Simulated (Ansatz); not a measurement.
# C (Diamond): the cost of one run

Method: DFT LDA, all-electron LAPW, scalar-relativistic unless said, in Ansatz 0.2.0.

## Step 1: The starting structure

It takes space group Fd-3m (No. 227, cubic). The conventional cell has a = 3.532 Å, b = 3.532 Å, c = 3.532 Å, α = 90.00°, β = 90.00°, γ = 90.00°. C (site symmetry -43m) is surrounded by 4 C at 1.53 Å.

As a file:

```cif
data_structure
_symmetry_space_group_name_H-M 'P 1'
_symmetry_Int_Tables_number 1
_cell_length_a 2.4973
_cell_length_b 2.4973
_cell_length_c 2.4973
_cell_angle_alpha 60.000
_cell_angle_beta 60.000
_cell_angle_gamma 90.000
_cell_volume 11.01
loop_
_atom_site_label
_atom_site_type_symbol
_atom_site_fract_x
_atom_site_fract_y
_atom_site_fract_z
_atom_site_occupancy
C1 C 0.50000 0.50000 0.00000 1
C2 C 0.75000 0.25000 0.50000 1
```

Cartesian axes are those of the input's lattice vectors. The structure goes back to a database entry.

## Step 2: Reference run, fine mesh, LAPW

input.yaml

```yaml
crystal:
  lattice:
    - [1.76587385799, 1.76587385799, 0.0]
    - [-1.76587385799, 1.76587385799, 0.0]
    - [0.0, 1.76587385799, 1.76587385799]
  atoms:
    - { symbol: C, position: [0.5, 0.5, 0.0] }
    - { symbol: C, position: [0.75, 0.25, 0.5] }
kpoints:
  mp_grid: { grid: [12, 12, 12] }
scf:
  occupations: { method: fixed }
hamiltonian:
  xc: lda
  pseudopotentials: { kind: all_electron, lapw: { basis_error: 0.001 } }
output:
  forces: true
  stress: true
  eigenvalues: true
  eigenstates:
    nscf_kmesh: { grid: [18, 18, 18] }
    de_dk: true
    e_range: [-9, 14.17343363907]
checkpoint:
  write: ck
  write_wavefunctions: false
```

Launch:

```
$ ansatz run input.yaml --threads 1 --pin off --max-ram 3072MiB --backend cpu --events-out ev --progress --plain --runs-dir out
```

Q: Estimate wall time and peak memory on 1 thread of Arm Neoverse V2, shared host.

About 9.6 s, with a peak of 0.24 GiB.
